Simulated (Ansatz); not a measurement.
This script makes vertical spin-state energies of C2H6AlOSb, SMILES [CH3][Al]1[O][Sb]1[CH3] with Ansatz 0.2.0, Python API.

Input file `c2h6alosb.xyz`:
```text
11

C    -1.82630    1.21550   -0.55210
Al   -0.47310    0.13420   -1.41640
O     1.29010   -0.19730   -1.72830
Sb    1.05750   -1.92870   -0.74300
C     1.52200   -1.05370    1.14050
H    -2.86250    1.03180   -1.00750
H    -1.86950    1.05930    0.53040
H    -1.60760    2.34920   -0.74300
H     1.90710   -1.81720    1.88080
H     2.31000   -0.28020    1.02380
H     0.61770   -0.56980    1.63540
```

Script `spin.py`:
```python
"""Vertical spin-state energies of C2H6AlOSb."""

import ansatz as az


def main() -> None:
    molecule = az.Crystal.molecule_from_extxyz("c2h6alosb.xyz")

    model = molecule.calculation().basis(gaussian="def2-SVP").functional("hf")
    found = {}
    for unpaired in [0, 2]:
        summary = model.spin("collinear", total=unpaired).run(threads=1, pin="off").report
        s = unpaired / 2
        found[unpaired] = summary["free_energy_ev"]
        print(f"2S+1 = {unpaired + 1}: E = {found[unpaired]:.5f} eV, <S^2> = {abs(summary['mean_field']['state']['spin_squared']):.3f} (pure state {s * (s + 1):.2f})")
    lowest = min(found, key=found.get)
    for unpaired, e in found.items():
        print(f"multiplicity {unpaired + 1}: {96.485332 * (e - found[lowest]):.1f} kJ/mol above the lowest")


if __name__ == "__main__":
    main()
```

Which spin state is lowest at this geometry, and how far above lie the others?

In order: multiplicity 1 (+0.00 eV) and multiplicity 3 (+0.66 eV), all at the one geometry.

The output:

```console
$ python spin.py
2S+1 = 1: E = -17280.48998 eV, <S^2> = 0.303 (pure state 0.00)
2S+1 = 3: E = -17279.83333 eV, <S^2> = 2.025 (pure state 2.00)
multiplicity 1: 0.0 kJ/mol above the lowest
multiplicity 3: 63.4 kJ/mol above the lowest
```

Notes:
- Total energies depend on the basis set; only differences at equal settings carry meaning.
- The geometry is a force-field or estimated start, not a minimum of this method, and the basis set is short of its limit. All parts are taken at fixed geometry, without zero-point energy.
- def2 sets replace the cores of elements past krypton by effective core potentials.
- The expectation value of S² is noticeably off S(S+1) in at least one run, so that state is spin-contaminated.
- Hartree-Fock leaves correlation out, so it favours high-spin states too much.
- Spin-orbit coupling, which mixes and shifts the spin states of heavy atoms, is left out.
- Hardware and time: 17 s on 1 thread of Arm Neoverse V2 (shared host), peak memory 0.4 GiB.

(Lines on the test bed's own set-up are left out of the output.)
